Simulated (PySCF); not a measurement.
# C2HBrF2O: NMR shieldings, spin-spin couplings, relativistic core levels, part 2 of 2

PySCF 2.14.0. Atoms count from 0. The steps go on from the part before.

### Step 6. NMR shieldings: PBE0/pcJ-1 Br:dyall-v2z, spin-free

The job: settings as JSON, then the geometry in Å.

```
{"job": {"kind": "hnmr", "xc": "PBE0", "basis": {"default": "pcJ-1", "Br": "dyall-v2z"}, "rel": "sf"}, "charge": 0, "multiplicity": 1}
O      1.225222     1.398020     0.216996
C      0.805439     0.343711    -0.094367
Br     1.883557    -1.037220    -0.917543
C     -0.657063    -0.106931     0.057142
F     -1.339078     0.858665     0.674485
F     -0.703802    -1.226080     0.792648
H     -1.096703    -0.302989    -0.937831
```

Level: PBE0/pcJ-1 Br:dyall-v2z GIAO NMR shielding, spin-free X2C, Gaussian nuclei, gas phase.

Log:

```text
spin-free SCF
coarse grid: 35944 points
cycle   1  E = -2957.4281519883  dE =  9.391e-01  |g| = 1.069e+00  |ddm| = 2.425e+00
cycle   2  E = -2956.6831896791  dE =  7.450e-01  |g| = 2.301e+00  |ddm| = 1.878e+00
cycle   3  E = -2957.6149265702  dE = -9.317e-01  |g| = 2.694e-01  |ddm| = 1.465e+00
cycle   4  E = -2957.6255283548  dE = -1.060e-02  |g| = 1.512e-01  |ddm| = 3.190e-01
cycle   5  E = -2957.6293681703  dE = -3.840e-03  |g| = 2.150e-02  |ddm| = 1.061e-01
cycle   6  E = -2957.6294305246  dE = -6.235e-05  |g| = 6.661e-03  |ddm| = 1.453e-02
cycle   7  E = -2957.6294398789  dE = -9.354e-06  |g| = 1.819e-03  |ddm| = 7.848e-03
final grid: 75280 points
cycle   8  E = -2957.6296406786  dE =  7.262e-07  |g| = 2.890e-03  |ddm| = 3.693e-03
cycle   9  E = -2957.6296379014  dE =  2.777e-06  |g| = 4.858e-03  |ddm| = 5.184e-03
cycle  10  E = -2957.6296421648  dE = -4.263e-06  |g| = 6.496e-04  |ddm| = 3.060e-03
cycle  11  E = -2957.6296422386  dE = -7.381e-08  |g| = 1.709e-04  |ddm| = 5.947e-04
cycle  12  E = -2957.6296422429  dE = -4.298e-09  |g| = 5.645e-05  |ddm| = 1.337e-04
converged SCF energy = -2957.6296422429
check of the scalar solution
cycle   1  E = -2957.6296422429  dE = -2.958e+03  |FDS-SDF| = 5.645e-05
cycle   2  E = -2957.6296422426  dE =  2.606e-10  |FDS-SDF| = 6.896e-05
converged, E = -2957.6296422426

Field gradients (au) and densities at the nuclei (bohr^-3)
atom        Vxx        Vyy        Vzz        centre      nuclear mean
  0 O      0.2842     1.2818    -1.5660        311.481        311.471
  1 C      0.0421     0.3517    -0.3938        126.123        126.120
  2 Br    -2.6251    -4.4060     7.0311      40814.390      40754.636
  3 C      0.0580     0.3867    -0.4446        125.811        125.808
  4 F     -1.3201    -1.6053     2.9254        449.598        449.579
  5 F     -1.3328    -1.6369     2.9697        449.605        449.586
  6 H     -0.1233    -0.1259     0.2492          0.479          0.479
without picture change
  2 Br                           7.2714                     66242.112

Core orbital energies (eV)
atom   shell        mean    spread
  2 Br 1s       -13365.588   0.000
  2 Br 2s        -1754.778   0.000
  2 Br 3s         -247.765   0.000
  2 Br 4s          -22.972   0.000
  2 Br 2p        -1546.535   0.100
  2 Br 3p         -181.384   0.346
  2 Br 3d          -71.474   0.363

Shielding tensors (ppm)
atom      isotropic    diamagn.    paramagn.     s11        s22        s33       span
  0 O      -307.07      397.33     -704.40    -780.75    -406.30     265.83    1046.57
  1 C        -2.37      250.41     -252.78     -97.13      36.82      53.20     150.32
  2 Br     1607.36     3137.03    -1529.68     612.05    1446.15    2763.86    2151.81
  3 C        70.50      239.38     -168.88      53.06      69.08      89.38      36.32
  4 F       312.11      470.78     -158.66     238.31     339.50     358.53     120.22
  5 F       321.63      471.01     -149.37     208.31     347.41     409.18     200.86
  6 H        25.71       26.40       -0.69      22.13      26.73      28.27       6.15
```

Run time: 34 s. Hardware: 1 thread of Arm Neoverse V1, shared host; peak memory 1.1 GiB.

### Step 7. NMR shieldings: PBE0/pcJ-1 Br:dyall-v2z, non-relativistic

Settings changed since step 6:

```diff
@@ -1,2 +1,2 @@
-{"job": {"kind": "hnmr", "xc": "PBE0", "basis": {"default": "pcJ-1", "Br": "dyall-v2z"}, "rel": "sf"}, "charge": 0, "multiplicity": 1}
+{"job": {"kind": "hnmr", "xc": "PBE0", "basis": {"default": "pcJ-1", "Br": "dyall-v2z"}, "rel": "nr"}, "charge": 0, "multiplicity": 1}
 O      1.225222     1.398020     0.216996
```

With the program's defaults for keys left out, this is: PBE0/pcJ-1 Br:dyall-v2z GIAO NMR shielding, non-relativistic, Gaussian nuclei, gas phase.

Log:

```text
non-relativistic SCF
coarse grid: 35944 points
cycle   1  E = -2925.0009522632  dE = -2.037e+01  |g| = 2.436e+00  |ddm| = 2.498e+00
cycle   2  E = -2924.2162208797  dE =  7.847e-01  |g| = 2.494e+00  |ddm| = 1.917e+00
cycle   3  E = -2924.9328462354  dE = -7.166e-01  |g| = 1.275e+00  |ddm| = 2.086e+00
cycle   4  E = -2925.2153624741  dE = -2.825e-01  |g| = 2.549e-01  |ddm| = 8.151e-01
cycle   5  E = -2925.2214545760  dE = -6.092e-03  |g| = 1.194e-01  |ddm| = 2.191e-01
cycle   6  E = -2925.2238975825  dE = -2.443e-03  |g| = 3.368e-02  |ddm| = 1.038e-01
cycle   7  E = -2925.2240073754  dE = -1.098e-04  |g| = 6.851e-03  |ddm| = 2.125e-02
cycle   8  E = -2925.2240142972  dE = -6.922e-06  |g| = 1.968e-03  |ddm| = 4.699e-03
final grid: 75280 points
cycle   9  E = -2925.2240625584  dE =  1.365e-06  |g| = 3.244e-03  |ddm| = 5.531e-03
cycle  10  E = -2925.2240576326  dE =  4.926e-06  |g| = 5.939e-03  |ddm| = 8.497e-03
cycle  11  E = -2925.2240648283  dE = -7.196e-06  |g| = 7.740e-04  |ddm| = 5.300e-03
cycle  12  E = -2925.2240649414  dE = -1.131e-07  |g| = 1.256e-04  |ddm| = 5.151e-04
cycle  13  E = -2925.2240649431  dE = -1.782e-09  |g| = 1.214e-05  |ddm| = 5.967e-05
converged SCF energy = -2925.2240649431
check of the scalar solution
cycle   1  E = -2925.2240649431  dE = -2.925e+03  |FDS-SDF| = 1.214e-05
cycle   2  E = -2925.2240649431  dE =  6.366e-12  |FDS-SDF| = 1.429e-05
converged, E = -2925.2240649431

Field gradients (au) and densities at the nuclei (bohr^-3)
atom        Vxx        Vyy        Vzz        centre      nuclear mean
  0 O      0.2840     1.2903    -1.5743        308.899        308.886
  1 C      0.0439     0.3501    -0.3941        125.546        125.543
  2 Br    -2.4550    -4.1379     6.5929      29275.917      29252.089
  3 C      0.0576     0.3874    -0.4449        125.237        125.235
  4 F     -1.3171    -1.6009     2.9180        444.845        444.819
  5 F     -1.3292    -1.6326     2.9617        444.852        444.826
  6 H     -0.1234    -0.1259     0.2493          0.479          0.479

Core orbital energies (eV)
atom   shell        mean    spread
  2 Br 1s       -13149.078   0.000
  2 Br 2s        -1704.582   0.000
  2 Br 3s         -239.405   0.000
  2 Br 4s          -22.322   0.000
  2 Br 2p        -1535.039   0.099
  2 Br 3p         -179.636   0.344
  2 Br 3d          -73.160   0.355

Shielding tensors (ppm)
atom      isotropic    diamagn.    paramagn.     s11        s22        s33       span
  0 O      -308.54      397.18     -705.72    -787.51    -407.00     268.91    1056.42
  1 C        -1.53      250.23     -251.76     -96.54      37.75      54.18     150.72
  2 Br     1647.63     3123.05    -1475.42     710.12    1499.64    2733.13    2023.01
  3 C        70.60      239.32     -168.72      53.23      69.02      89.54      36.31
  4 F       312.83      470.62     -157.79     239.58     339.63     359.26     119.68
  5 F       322.16      470.85     -148.69     209.35     347.53     409.61     200.26
  6 H        25.72       26.39       -0.67      22.13      26.76      28.28       6.16
```

Wall time 32 s (1 thread of Arm Neoverse V1, shared host); peak memory 1.1 GiB.

### Step 8. Spin-spin couplings: PBE0/pcJ-1 Br:dyall-v2z, non-relativistic

Settings changed since step 7:

```diff
@@ -1,2 +1,2 @@
-{"job": {"kind": "hnmr", "xc": "PBE0", "basis": {"default": "pcJ-1", "Br": "dyall-v2z"}, "rel": "nr"}, "charge": 0, "multiplicity": 1}
+{"job": {"kind": "hj", "xc": "PBE0", "basis": {"default": "pcJ-1", "Br": "dyall-v2z"}, "rel": "nr", "atoms": [2]}, "charge": 0, "multiplicity": 1}
 O      1.225222     1.398020     0.216996
```

Method: PBE0/pcJ-1 Br:dyall-v2z indirect spin-spin coupling, non-relativistic, Gaussian nuclei, gas phase.

Log:

```text
non-relativistic SCF
coarse grid: 35944 points
cycle   1  E = -2925.0009522632  dE = -2.037e+01  |g| = 2.436e+00  |ddm| = 2.498e+00
cycle   2  E = -2924.2162208797  dE =  7.847e-01  |g| = 2.494e+00  |ddm| = 1.917e+00
cycle   3  E = -2924.9328462354  dE = -7.166e-01  |g| = 1.275e+00  |ddm| = 2.086e+00
cycle   4  E = -2925.2153624741  dE = -2.825e-01  |g| = 2.549e-01  |ddm| = 8.151e-01
cycle   5  E = -2925.2214545760  dE = -6.092e-03  |g| = 1.194e-01  |ddm| = 2.191e-01
cycle   6  E = -2925.2238975825  dE = -2.443e-03  |g| = 3.368e-02  |ddm| = 1.038e-01
cycle   7  E = -2925.2240073754  dE = -1.098e-04  |g| = 6.851e-03  |ddm| = 2.125e-02
cycle   8  E = -2925.2240142972  dE = -6.922e-06  |g| = 1.968e-03  |ddm| = 4.699e-03
final grid: 75280 points
cycle   9  E = -2925.2240625584  dE =  1.365e-06  |g| = 3.244e-03  |ddm| = 5.531e-03
cycle  10  E = -2925.2240576326  dE =  4.926e-06  |g| = 5.939e-03  |ddm| = 8.497e-03
cycle  11  E = -2925.2240648283  dE = -7.196e-06  |g| = 7.740e-04  |ddm| = 5.300e-03
cycle  12  E = -2925.2240649414  dE = -1.131e-07  |g| = 1.256e-04  |ddm| = 5.151e-04
cycle  13  E = -2925.2240649431  dE = -1.782e-09  |g| = 1.214e-05  |ddm| = 5.967e-05
converged SCF energy = -2925.2240649431
two-component SCF
cycle   1  E = -2925.2240649432  dE = -2.925e+03  |FDS-SDF| = 1.214e-05
cycle   2  E = -2925.2240649431  dE =  2.456e-11  |FDS-SDF| = 1.429e-05
converged, E = -2925.2240649431

Indirect spin-spin couplings
  i        j     bonds      J/Hz   K/1e19 T2/J   anisotropy/Hz
  2  79Br   0  17O    2       57.84     -141.22       217.3
  2  79Br   1  13C    1     -234.07     -308.19       175.8
  2  79Br   3  13C    2       23.87       31.42        87.2
  2  79Br   4  19F    3      -14.82       -5.21      -134.4
  2  79Br   5  19F    3       12.03        4.23        96.8
  2  79Br   6   1H    3       -0.92       -0.30        10.1
```

Wall time 66 s (1 thread of Arm Neoverse V1, shared host); peak memory 0.89 GiB.

### Step 9. Shieldings side by side

```csv
run,Br2,C1,O0,F5,F4,C3,H6,time
"step 3, PBE0/pcJ-1 Br:dyall-v2z, spin–orbit",1942.6,15.3,-301.4,327.2,317.4,71.0,25.8,1.8 min
"step 6, PBE0/pcJ-1 Br:dyall-v2z, spin-free",1607.4,-2.4,-307.1,321.6,312.1,70.5,25.7,34 s
"step 7, PBE0/pcJ-1 Br:dyall-v2z, non-relativistic",1647.6,-1.5,-308.5,322.2,312.8,70.6,25.7,32 s
```

### Step 10. What came out

This closing draws on all 2 parts.

```
                                                                     quantity                                                            value
                                                                  point group                                                               C1
                                         rotational constants (main isotopes)                                             4.64, 1.37, 1.11 GHz
energy from spin-orbit coupling (step 3, PBE0/pcJ-1 Br:dyall-v2z, spin–orbit)                                                       -0.0781 Eh
                     shieldings (step 3, PBE0/pcJ-1 Br:dyall-v2z, spin–orbit)  O0 -301.4, C1 15.3, Br2 1942.6, C3 71.0, F4 317.4, F5 327.2 ppm
energy from spin-orbit coupling (step 4, PBE0/pcJ-1 Br:dyall-v2z, spin–orbit)                                                       -0.0781 Eh
       largest reduced coupling (step 4, PBE0/pcJ-1 Br:dyall-v2z, spin–orbit)                        Br2–C1: J = -243.0 Hz, K = -320·10¹⁹ T²/J
       Br2 3d5/2 binding energy (step 5, PBE0/pcJ-1 Br:dyall-v2z, spin–orbit)                                           76.7 eV, 3d3/2 77.7 eV
energy from spin-orbit coupling (step 5, PBE0/pcJ-1 Br:dyall-v2z, spin–orbit)                                                       -0.0781 Eh
                      shieldings (step 6, PBE0/pcJ-1 Br:dyall-v2z, spin-free)  O0 -307.1, C1 -2.4, Br2 1607.4, C3 70.5, F4 312.1, F5 321.6 ppm
               shieldings (step 7, PBE0/pcJ-1 Br:dyall-v2z, non-relativistic)  O0 -308.5, C1 -1.5, Br2 1647.6, C3 70.6, F4 312.8, F5 322.2 ppm
 largest reduced coupling (step 8, PBE0/pcJ-1 Br:dyall-v2z, non-relativistic)                        Br2–C1: J = -234.1 Hz, K = -308·10¹⁹ T²/J
```

The optimisation took 6 steps and gained 0.099 eV; among the close pairs (by a distance rule), C1–C3 changed most, from 1.491 to 1.538 Å. In step 3, Br2 has the widest tensor, 1963 ppm. Br2 moves most between the runs, by 335 ppm; the labels say what changes from run to run.
